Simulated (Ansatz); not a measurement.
# BiO4: from a guess to a relaxed structure

Aim: relax a trial structure of BiO4 and see where it ends.

Method: DFT PBE, scalar-relativistic, plane waves, PAW, in Ansatz 0.2.0.

## (1) Starting point

Symmetry: Im-3m, No. 229, cubic system. The conventional cell has a = 5.139 Å, b = 5.139 Å, c = 5.139 Å, α = 90.00°, β = 90.00°, γ = 90.00°. Bi (site symmetry m-3m) is surrounded by 8 O at 2.23 Å. O (site symmetry -3m) has 2 Bi at 2.23 Å in its first shell of neighbours.

As a file:

```cif
data_structure
_symmetry_space_group_name_H-M 'P 1'
_symmetry_Int_Tables_number 1
_cell_length_a 4.4504
_cell_length_b 4.4504
_cell_length_c 4.4504
_cell_angle_alpha 109.471
_cell_angle_beta 109.471
_cell_angle_gamma 109.471
_cell_volume 67.85
loop_
_atom_site_label
_atom_site_type_symbol
_atom_site_fract_x
_atom_site_fract_y
_atom_site_fract_z
_atom_site_occupancy
Bi1 Bi 0.00000 0.00000 0.00000 1
O1 O 0.00000 0.00000 0.50000 1
O2 O 0.50000 0.00000 0.00000 1
O3 O 0.00000 0.50000 0.00000 1
O4 O 0.50000 0.50000 0.50000 1
```

A structure generator made this guess: species swapped into a database cell of Hg4Pt (Im-3m, No. 229), with O on the Hg sites and Bi on the Pt sites. Lengths come from tabulated atomic sizes and are only a guess.

## (2) A first look at the guess

The input, input.yaml:

```yaml
crystal:
  lattice:
    - [-2.5694457, 2.5694457, 2.5694457]
    - [2.5694457, -2.5694457, 2.5694457]
    - [2.5694457, 2.5694457, -2.5694457]
  atoms:
    - { symbol: Bi, position: [0.0, 0.0, 0.0] }
    - { symbol: O, position: [0.0, 0.0, 0.5] }
    - { symbol: O, position: [0.5, 0.0, 0.0] }
    - { symbol: O, position: [0.0, 0.5, 0.0] }
    - { symbol: O, position: [0.5, 0.5, 0.5] }
basis:
  ecutwfc: 420
kpoints:
  mp_grid: { grid: [6, 6, 6] }
hamiltonian:
  xc: pbe
scf:
  occupations: { method: gaussian, width: 0.1 }
  lower_state_search: "off"
output:
  forces: true
  stress: true
  eigenvalues: true
```

The run is started by

```console
ansatz run input.yaml --threads 1 --pin off --max-ram 2560MiB --backend cpu --events-out ev --progress --plain --runs-dir out
```

The session goes on with these runs: final relaxation.

Before running it: what results should come out? Wanted: conventional cell; volume; energy over the elements; gap on the mesh.

**Answer**, as computed:

```
                                                              quantity                                                                      value
                                symmetry at the end (tolerance 0.05 Å)                                                space group Im-3m (No. 229)
                                                     conventional cell  a = 5.099 Å, b = 5.099 Å, c = 5.099 Å, α = 90.00°, β = 90.00°, γ = 90.00°
                                                                volume                                                              13.26 Å³/atom
energy over the elements (uncorrected; H, N, O, F and Cl as molecules)                                                              +0.53 eV/atom
                                                       gap on the mesh                                                               none (metal)
```

In words: The space group Im-3m (No. 229) is kept, and the volume per atom shrinks by 2.3 % from the first guess. With a positive formation energy it can't be a ground state. No finished test with a distortion of lower symmetry is shown, so the end may be a saddle point. The runs treat Bi without spin-orbit coupling. Spin polarisation is off in the runs that give these values; a magnetic solution could lie lower.
